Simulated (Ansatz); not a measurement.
# La2SiF: the cost of one run

Program: Ansatz 0.2.0. Level of theory: DFT PBE, scalar-relativistic, plane waves, PAW. These are calculated values, not measurements.

1 further run of the same task is left out (it didn't finish).

### Step 1. The structure to begin with

It takes space group P4/nmm (No. 129, tetragonal). The conventional cell has a = 4.863 Å, b = 4.863 Å, c = 10.628 Å, α = 90.00°, β = 90.00°, γ = 90.00°. La (site symmetry -4m2) is surrounded by 4 F at 2.55 Å. Around La (site symmetry 4mm) lie 4 Si at 2.88 Å. Around Si (site symmetry -4m2) lie 4 La at 2.88 Å. F (site symmetry 4mm) has 4 La at 2.55 Å as nearest neighbours.

Structure file:

```xyz
8
Lattice="4.8628 0.0000 0.0000 0.0000 4.8628 0.0000 0.0000 0.0000 10.6280" Properties=species:S:1:pos:R:3 pbc="T T T"
La    2.4314    2.4314    0.0000
La    0.0000    0.0000    0.0000
La    0.0000    2.4314    3.7637
La    2.4314    0.0000    6.8643
Si    2.4314    2.4314    5.3140
Si    0.0000    0.0000    5.3140
F     0.0000    2.4314    9.8581
F     2.4314    0.0000    0.7699
```

It is the end of an earlier relaxation with the same method, from a database cell with other species swapped in; it needn't be the stable form of this composition. At a tolerance of 0.05 Å it has space group P4/nmm (No. 129); it has 31.41 Å³/atom, an uncorrected energy of -0.99 eV/atom over the elements.

### Step 2. Electronic structure at the relaxed geometry

input.yaml

```yaml
crystal:
  lattice:
    - [4.8627534654, 0.0, 0.0]
    - [0.0, 4.8627534654, 0.0]
    - [0.0, 0.0, 10.6280048367]
  atoms:
    - { symbol: La, position: [0.5, 0.5, 0.0] }
    - { symbol: La, position: [0.0, 0.0, 0.0] }
    - { symbol: La, position: [0.0, 0.5, 0.3541348044] }
    - { symbol: La, position: [0.5, 0.0, 0.6458651956] }
    - { symbol: Si, position: [0.5, 0.5, 0.5] }
    - { symbol: Si, position: [0.0, 0.0, 0.5] }
    - { symbol: F, position: [0.0, 0.5, 0.9275632784] }
    - { symbol: F, position: [0.5, 0.0, 0.0724367216] }
basis:
  ecutwfc: 420
kpoints:
  mp_grid: { grid: [8, 8, 4] }
  band_path:
    path:
      - [[0.0, 0.0, 0.0], [0.0, 0.5, 0.0], [0.5, 0.5, 0.0], [0.0, 0.0, 0.0], [0.0, 0.0, 0.5], [0.0, 0.5, 0.5], [0.5, 0.5, 0.5], [0.0, 0.0, 0.5]]
      - [[0.0, 0.5, 0.0], [0.0, 0.5, 0.5]]
      - [[0.5, 0.5, 0.0], [0.5, 0.5, 0.5]]
    npoints: 14
hamiltonian:
  xc: pbe
scf:
  occupations: { method: gaussian, width: 0.1 }
  n_extra_bands: 20
output:
  forces: true
  stress: true
  eigenvalues: true
  populations: true
  dos: { projected: true, de: 0.02, nscf_kmesh: { grid: [10, 10, 5] } }
  bader: true
  write_density: true
  write_potential: true
  elf: true
  volumetric_format: npy
```

Command:

```
ansatz run input.yaml --threads 1 --pin off --max-ram 2560MiB --backend cpu --events-out ev --progress --plain --runs-dir out
```

What time and memory should one allow on 1 thread of Intel Xeon 6975P-C (Granite Rapids), shared host?

About 1.8 min, with a peak of 1.2 GiB.
